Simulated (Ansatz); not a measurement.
**NiTe2: a single-point run**

Wanted: a converged single-point run for NiTe2, and a check of what comes out. The structure is shown as the input types it. The cell is built on a prototype (fluorite) and needn't be the phase found in nature.

Program: Ansatz 0.2.0. Level of theory: density functional or hybrid calculation with the settings of its input, plane waves (as first typed). These are calculated values, not measurements.

6 further runs of the same task are left out: 1 for a known fault of the program, 5 that didn't finish.

### 1 The structure to begin with

The structure is cubic, space group Fm-3m (No. 225). Conventional cell: a = 6.545 Å, b = 6.545 Å, c = 6.545 Å, α = 90.00°, β = 90.00°, γ = 90.00°. Around Ni (site symmetry m-3m) lie 8 Te at 2.83 Å. Te (site symmetry -43m) has 4 Ni at 2.83 Å as nearest neighbours.

As a file:

```cif
data_structure
_symmetry_space_group_name_H-M 'Fm-3m'
_symmetry_Int_Tables_number 225
_cell_length_a 6.5454
_cell_length_b 6.5454
_cell_length_c 6.5454
_cell_angle_alpha 90.000
_cell_angle_beta 90.000
_cell_angle_gamma 90.000
_cell_volume 280.42
loop_
_atom_site_label
_atom_site_type_symbol
_atom_site_symmetry_multiplicity
_atom_site_Wyckoff_symbol
_atom_site_fract_x
_atom_site_fract_y
_atom_site_fract_z
_atom_site_occupancy
Ni1 Ni 4 a 0.00000 0.00000 0.00000 1
Te1 Te 8 c 0.25000 0.75000 0.75000 1
```

### 2 The run

input.yaml

```yaml
crystal:
  lattice:
    - [0.0, 3.2727162563, 3.2727162563]
    - [3.2727162563, 0.0, 3.2727162563]
    - [3.2727162563, 3.2727162563, 0.0]
  atoms:
    - { symbol: Ni, position: [0.0, 0.0, 0.0] }
    - { symbol: Te, position: [0.25, 0.25, 0.25] }
    - { symbol: Te, position: [0.75, 0.75, 0.75] }
kpoints:
  mp_grid: { grid: [6, 6, 6] }
hamiltonian:
  xc: r2scan
scf:
  occupations: { method: fermi_dirac, width: 0.02 }
  n_extra_bands: 4
  max_iter: 95
output:
  forces: true
  stress: true
  eigenvalues: true
basis:
  ecutwfc: 160
```

Run with:

```
$ ansatz run input.yaml --threads 4 --pin off --max-ram 3686MiB --backend cpu --events-out ev --progress --plain --runs-dir out
```

What happens when this is run?

The program finished normally, with warnings (cutoff below recommended). It gives a pressure of -15 GPa, which is large.

The suspect setting: basis.ecutwfc is 160. The basis cutoff is far too low: the plane waves can't represent the orbitals near the cores. The potentials' recommended cutoff is 500 eV.

Run again and compare: delete basis.ecutwfc (the default then holds).
